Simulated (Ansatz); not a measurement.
Crystal: ZnMo3.

```
Mo Zn
1.0
     3.94315    0.00000    0.00000
     0.00000    3.94315    0.00000
     0.00000    0.00000    3.94315
Mo Zn
3 1
Direct
  0.50000 0.50000 0.00000
  0.50000 0.00000 0.50000
  0.00000 0.50000 0.50000
  0.00000 0.00000 0.00000
```

The cell comes from a database or a generator and needn't be the stable form of this composition.

| Property | Result |
| --- | --- |
| Program | Ansatz 0.2.0 |
| Task | single point |
| Functional | PBE |
| Potentials or basis | Ansatz PAW |
| Cutoff | 420 eV (not typed: the program's choice for these potentials) |
| k mesh | 7 × 7 × 7 |
| Occupations | fermi-dirac, width 0.05 eV |
| Spin | no spin polarisation |

On this cell: pressure -1.3 GPa; largest force zero by symmetry; band gap on the k mesh none (metal or under the smearing width).

The same run follows on a disturbed copy (atoms moved at random, drawn with an rms of 0.05 Å):

```
CELL_PARAMETERS angstrom
3.94315 0.00000 0.00000
0.00000 3.94315 0.00000
0.00000 0.00000 3.94315
ATOMIC_POSITIONS crystal
Mo 0.48838 0.50053 0.99990
Mo 0.50465 0.99400 0.50159
Mo 0.99872 0.50566 0.48456
Zn 0.99790 0.00242 0.99318
```

What changes?

The energy (extrapolated to zero smearing) moves by +8.7 meV/atom; pressure -1.0 GPa; largest force 0.575 eV/Å; band gap on the k mesh none (metal or under the smearing width).

Forces on the atoms (eV/Å):
```
Mo   0.472  0.021 -0.148
Mo  -0.370  0.189 -0.360
Mo  -0.051 -0.242  0.519
Zn  -0.051  0.032 -0.011
```

Stress tensor (GPa, compression positive):
```
-0.85  0.01  0.08
 0.01 -1.12 -0.06
 0.08 -0.06 -0.99
```
